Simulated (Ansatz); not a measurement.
CoMo, space group P-6m2: a fixed-spin-moment curve, run with Ansatz's Python interface.

`fsm_como.py`:
```python
"""Energy of CoMo against a locked total moment."""

import warnings

import ansatz
import pandas as pd

params = {
    "xc": "pbesol",
    "mesh": (13, 13, 7),
}


def main() -> None:
    warnings.simplefilter("ignore", ansatz.DeckWarning)

    xtal = (
        ansatz.Lattice.from_parameters(2.694928, 2.694928, 4.183618, alpha=90, beta=90, gamma=120)
        .space_group(187)
        .atom("Co", [2 / 3, 1 / 3, 0.5])
        .atom("Mo", [1 / 3, 2 / 3, 0.0])
    )

    model = (
        xtal.calculation()
        .functional(params["xc"])
        .kpoints(*params["mesh"])
        .occupations(ansatz.OccupationsMethod.FERMI_DIRAC)
    )
    # a hard lock holds the total moment, with one Fermi level a spin
    rows = []
    for total in [0.0, 0.8, 1.5, 2.2, 3.0]:
        summary = model.spin("collinear", total=total, lock="hard").run(threads=1, pin="off").report
        up, down = summary["spin_fermi_energies_ev"]
        rows.append((total, summary["free_energy_ev"], up - down, summary["absolute_magnetization_mub"]))
    reference = rows[0][1]
    rows = [(m, 1000 * (e - reference), split, size) for m, e, split, size in rows]
    print(pd.DataFrame(rows, columns=["total muB", "F - F(0) meV", "EF up - down eV", "absolute muB"]).round(4).to_string(index=False))
    best = min(rows, key=lambda row: row[1])
    print(f"lowest at {best[0]} muB per cell, {best[1]:.1f} meV against the first point")


if __name__ == "__main__":
    main()
```

At which total moment is the energy lowest, and how steeply does it rise?

The lowest point lies at 0 μB a cell, the first of the scan; at 3 μB the energy is 906 meV above the lowest.

The run itself:

Output of `python fsm_como.py`:
```text
RunWarning: this spin-polarised run has no starting moment large enough to seed its density, and nothing else in its deck makes the two spin channels differ, so an SCF from that start keeps the magnetisation at zero until it first converges, unless a state found ahead of a linear-response series gives it moments [...]
 total muB  F - F(0) meV  EF up - down eV  absolute muB
       0.0        0.0000           0.0000        0.0000
       0.8       15.1599           0.1718        0.8563
       1.5      136.7789           0.5238        1.5234
       2.2      397.6163           0.9816        2.2089
       3.0      905.9480           1.5551        3.0029
lowest at 0.0 muB per cell, 0.0 meV against the first point
```
(Warnings from the package without file and line, shortened.)

Reading the output:
- The run is spin-unpolarised.
- The mesh is modest for a metal, so energies can be off by several to tens of meV an atom and pressures by half a GPa or more; differences at equal mesh fare better.
- This cell is a computed structure, which may not be the phase found in nature.
- Only points where the Fermi levels of the two spins meet (minima, maxima and zero moment) are free solutions; a shallow minimum can lie between the points.
- The script silences the warnings on its input, which a real study should read.
- Run time: 76 s on 1 thread of Arm Neoverse V1 (shared host), peak memory 0.52 GiB.
